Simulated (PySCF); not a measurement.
# From one method to the next for LiTe⁺ (triplet)

Aim: see what other levels and later steps give for LiTe⁺ (triplet).

The runs use PySCF 2.14.0; each script names its method and basis.

7 further runs of the same task are left out: 7 that didn't finish.

**1. Where the work starts**

LiTe⁺ (triplet): 2 atoms, charge 1, spin multiplicity 3.

Bond lengths: Li1–Te2 2.893 Å.

**2. The base run**

Contents of input.py:

```python
from pyscf import gto, scf, mp

mol = gto.M(
    atom='Li 0 0 0; Te 0 0 2.893',
    basis='sbkjc',
    ecp={'Li': 'sbkjc', 'Te': 'sbkjc'},
    charge=1,
    spin=2,
    verbose=4,
)
mf = scf.UHF(mol)
mf.kernel()
mp.MP2(mf).kernel()
mf.dip_moment()
print('orbital energies (hartree):', [e[max(0, n-3):n+3].round(4) for e, n in zip(mf.mo_energy, mol.nelec)])
```

Launch:

```bash
OMP_NUM_THREADS=1 python input.py
```

**3. ROHF**

Run 1 changes SCF type: UHF → ROHF.

Contents of input.py:

```python
from pyscf import gto, scf, mp

mol = gto.M(
    atom='Li 0 0 0; Te 0 0 2.893',
    basis='sbkjc',
    ecp={'Li': 'sbkjc', 'Te': 'sbkjc'},
    charge=1,
    spin=2,
    verbose=4,
)
mf = scf.ROHF(mol)
mf.kernel()
mp.MP2(mf).kernel()
mf.dip_moment()
print('orbital energies (hartree):', mf.mo_energy[..., max(0, mol.nelec[1]-3):mol.nelec[0]+3].round(4))
```

**4. RHF**

Run 2 changes SCF type: UHF → RHF.

Contents of input.py:

```python
from pyscf import gto, scf, mp

mol = gto.M(
    atom='Li 0 0 0; Te 0 0 2.893',
    basis='sbkjc',
    ecp={'Li': 'sbkjc', 'Te': 'sbkjc'},
    charge=1,
    spin=2,
    verbose=4,
)
mf = scf.RHF(mol)
mf.kernel()
mp.MP2(mf).kernel()
mf.dip_moment()
print('orbital energies (hartree):', mf.mo_energy[..., max(0, mol.nelec[1]-3):mol.nelec[0]+3].round(4))
```

**5. Frozen orbitals 1**

Run 3 changes frozen orbitals: none → 1.

input.py, as its differences from that of step 2:

```diff
@@ -12,3 +12,3 @@
 mf.kernel()
-mp.MP2(mf).kernel()
+mp.MP2(mf, frozen=1).kernel()
 mf.dip_moment()
```

Q: Predict the outcome of this session. Wanted: for each run, E(SCF); from base; gap, α spin; after the SCF.

As calculated:

```tsv
run	E(SCF) (hartree)	from base (eV)	cycles	gap, α spin (eV)	after the SCF
base	-7.892234	0	8	10.62	MP2 correlation -0.246 eV
ROHF	-7.891191	+0.0284	8	n/a	MP2 correlation -0.250 eV
RHF	-7.891191	+0.0284	8	n/a	MP2 correlation -0.250 eV
frozen orbitals 1	-7.892234	0.0000	8	10.62	MP2 correlation -0.142 eV, core frozen
```

In words: Of the runs whose energies can be compared, “ROHF” moves the SCF energy most (+0.028 eV).
